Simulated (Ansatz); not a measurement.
Bi12CO in Ansatz: the effect of functional

Bi12CO, a slab with vacuum:

```xyz
14
Lattice="9.4916 0.0000 0.0000 0.3912 6.5602 0.0000 0.0000 0.0000 23.6960" Properties=species:S:1:pos:R:3 pbc="T T T"
Bi    0.2570    1.7457    8.0000
Bi    5.0028    1.7457    8.0000
Bi    9.6259    4.8144    8.0000
Bi    4.8800    4.8144    8.0000
Bi    7.5714    5.0258   10.2730
Bi    2.8255    5.0258   10.2730
Bi    7.0573    1.5344   10.2730
Bi    2.3115    1.5344   10.2730
Bi    5.0028    1.7457   12.5460
Bi    0.2570    1.7457   12.5460
Bi    4.8800    4.8144   12.5460
Bi    9.6259    4.8144   12.5460
C     4.8800    4.8144   15.6860
O     4.8800    4.8144   16.8360
```

The cell isn't the ideal one: CO (upright) over a top site of the (1 1 0) slab of Bi, cut from the database cell, not relaxed.

Alike in all runs:

```yaml
Program: Ansatz 0.2.0
Task: projected density of states
Potentials_or_basis: Ansatz PAW
k_mesh: 3 × 4 × 1
Occupations: fermi-dirac, width 0.05 eV
Spin: no spin polarisation
```

| functional | cutoff | largest force (eV/Å) | work function (eV) |
| --- | --- | --- | --- |
| LDA | 420 eV (not typed: the program's choice for these potentials) | 2.65 | 4.37 |
| PBE | 420 eV (not typed: the program's choice for these potentials) | 1.76 | 4.08 |
| PBEsol | 420 eV (not typed: the program's choice for these potentials) | ? | ? |
| RPBE | 420 eV (not typed: the program's choice for these potentials) | 1.35 | 3.96 |
| revPBE | 420 eV (not typed: the program's choice for these potentials) | 1.46 | 3.96 |
| BLYP | 420 eV (not typed: the program's choice for these potentials) | 1.91 | 3.92 |
| r2SCAN | 500 eV (not typed: the program's choice for these potentials) | 2.90 | 4.21 |

Problem. What does the run with functional PBEsol give?

Solution. Largest force 1.94 eV/Å; work function 4.14 eV.

Caveats: spin-orbit coupling is left out, which moves the levels of the heavy elements; the density of states is complete only up to the lowest level of the last band computed; the PAW data sets come from PBE, with cores solved anew for the run's functional, which leaves a small shift of forces and pressure (some runs).
